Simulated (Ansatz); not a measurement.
# GeSiH5Cl (SMILES Cl[SiH2][GeH3]) at HF/STO-3G

What is the electronic atomisation energy of GeSiH5Cl at HF/STO-3G? 

The calculation is run with Ansatz 0.2.0.

62 further runs of the same task are left out: 62 set aside as unsound or not needed.

### Step 1. The system as given

GeSiH5Cl: 8 atoms, total charge 0, spin state singlet. As SMILES, `Cl[SiH2][GeH3]`. Geometry: relaxed at PBE0-D4/def2-TZVP.

Bond lengths: Cl1–Si2 2.062 Å, Si2–Ge3 2.377 Å, Si2–H4 1.484 Å, Si2–H5 1.484 Å, Ge3–H6 1.536 Å, Ge3–H7 1.538 Å, Ge3–H8 1.536 Å. Some angles: Cl1–Si2–Ge3 109.1°, Cl1–Si2–H4 107.8°, Cl1–Si2–H5 107.8°, Ge3–Si2–H4 111.5°, Ge3–Si2–H5 111.5°, Si2–Ge3–H6 110.0°, Si2–Ge3–H7 109.9°, Si2–Ge3–H8 110.0°, H4–Si2–H5 109.1°, H6–Ge3–H7 108.9°.

### Step 2. The energy at HF/STO-3G

job.yaml reads:

```yaml
crystal:
  periodic: [false, false, false]
  atoms:
    - {symbol: Cl, position_ang: [-2.290300, 1.217200, -0.310600]}
    - {symbol: Si, position_ang: [-0.414100, 0.602600, -0.906900]}
    - {symbol: Ge, position_ang: [0.581500, -0.662200, 0.842700]}
    - {symbol: H, position_ang: [-0.573600, -0.206400, -2.140800]}
    - {symbol: H, position_ang: [0.380700, 1.815700, -1.222200]}
    - {symbol: H, position_ang: [0.711200, 0.201700, 2.106100]}
    - {symbol: H, position_ang: [1.981500, -1.135500, 0.415600]}
    - {symbol: H, position_ang: [-0.284600, -1.890300, 1.160200]}
basis:
  gaussian: {orbitals: STO-3G}
hamiltonian: {xc: hf}
accuracy: high
output: {orbitals: {seedname: orbitals}}
```

The run is started by

```
$ ansatz run job.yaml --threads 1 --pin off --max-ram 3480MiB --events-out events.jsonl --progress --plain --runs-dir runs
```

What it wrote:

```text
Warning: RAYON_NUM_THREADS=1 ignored (pool sized by the plan → 1); use --threads N
Functional definition: HF
  name "HF"
  exchange = exact_x
  correlation = 0
703 factors; integrals over basis functions are off by at most 5.6e-9 eV
mean field evaluation 1: about -76052.6885 eV, gradient 1.5e1 eV
mean field evaluation 2: about -76052.7122 eV, gradient 1.5e1 eV
mean field evaluation 4: about -76053.8582 eV, gradient 7.8e-1 eV
mean field evaluation 8: about -76053.8620 eV, gradient 1.6e-6 eV
mean field -76053.86195928 eV, -2794.9278758445 hartree, gradient 5.0e-8 eV, S^2 0.000000; 0 other end points of the search recorded, 0 dependent functions left out
reference -76053.86195928 eV, -2794.9278758445 hartree; 34, 34 occupied and 7, 7 virtual orbitals, 703 factors
Total energy: -76053.86195928 eV, -2794.9278758445 hartree
```

Wall time 0.54 s (1 thread of Arm Neoverse V1, shared host); peak memory 0.092 GiB.

### Step 3. The Cl atom

input.yaml reads:

```yaml
crystal:
  periodic: [false, false, false]
  atoms:
    - {symbol: Cl, position_ang: [0.000000, 0.000000, 0.000000]}
basis:
  gaussian: {orbitals: STO-3G}
total_charge: 0
magnetization: {spin_polarized: true, initial_magnetization: 1}
hamiltonian: {xc: hf}
accuracy: high
```

Run the same way, it converges to -454.54219 Eh (log not shown).

### Step 4. The Ge atom at the same level

run.yaml reads:

```yaml
crystal:
  periodic: [false, false, false]
  atoms:
    - {symbol: Ge, position_ang: [0.000000, 0.000000, 0.000000]}
basis:
  gaussian:
    orbitals: STO-3G
magnetization:
  spin_polarized: true
  initial_magnetization: 2
hamiltonian:
  xc: hf
accuracy: high
```

Run the same way, it converges to -2051.63626 Eh (log not shown).

### Step 5. The H atom, same level

job.yaml reads:

```yaml
crystal:
  periodic: [false, false, false]
  atoms:
    - {symbol: H, position_ang: [0.000000, 0.000000, 0.000000]}
basis:
  gaussian:
    orbitals: STO-3G
magnetization:
  spin_polarized: true
  initial_magnetization: 1
hamiltonian:
  xc: hf
accuracy: high
```

The run is started by

```
$ ansatz run job.yaml --threads 1 --pin off --max-ram 3480MiB --events-out events.jsonl --progress --plain --runs-dir runs
```

What it wrote:

```text
Warning: RAYON_NUM_THREADS=1 ignored (pool sized by the plan → 1); use --threads N
[... 4 set-up lines as earlier in the session ...]
1 factors; integrals over basis functions are off by at most 4.6e-10 eV
mean field evaluation 1: about -12.6963 eV, gradient 0.0e0 eV
mean field evaluation 2: about -12.6963 eV, gradient 0.0e0 eV
mean field -12.69633895 eV, -0.4665818504 hartree, gradient 0.0e0 eV, S^2 0.750000; 0 other end points of the search recorded, 0 dependent functions left out
reference -12.69633895 eV, -0.4665818504 hartree; 1, 0 occupied and 0, 1 virtual orbitals, 1 factors
Total energy: -12.69633895 eV, -0.4665818504 hartree
```

It took 0.04 s on 1 thread of Arm Neoverse V1, shared host.

### Step 6. The Si atom, same level

job.yaml reads:

```yaml
crystal:
  periodic: [false, false, false]
  atoms:
    - {symbol: Si, position_ang: [0.000000, 0.000000, 0.000000]}
basis:
  gaussian:
    orbitals: STO-3G
magnetization:
  spin_polarized: true
  initial_magnetization: 2
hamiltonian:
  xc: hf
accuracy: high
```

Run the same way, it converges to -285.46622 Eh (log not shown).

### Step 7. What came out

Level: HF/STO-3G.

| quantity | value |
| --- | --- |
| molecule: total energy | -2794.92788 Eh |
| molecule: HOMO energy | -8.95 eV |
| molecule: LUMO energy | 8.96 eV |
| molecule: HOMO–LUMO gap | 17.91 eV |
| Cl atom: total energy | -454.54219 Eh |
| Cl atom: ⟨S²⟩ | 0.750 |
| Ge atom: total energy | -2051.63626 Eh |
| Ge atom: ⟨S²⟩ | 2.000 |
| H atom: total energy | -0.46658 Eh |
| H atom: ⟨S²⟩ | 0.750 |
| Si atom: total energy | -285.46622 Eh |
| Si atom: ⟨S²⟩ | 2.000 |
| electronic atomisation energy | 25.859 eV |

In words: Taking the molecule apart into free atoms costs 25.86 eV (2495 kJ/mol), before zero-point energy and without spin-orbit coupling. Hartree–Fock lacks the correlation of the bonding pairs, which as a rule makes this value much too low; in minimal bases other errors can mask that. In a minimal basis such a difference can be off by several eV, whatever the method.
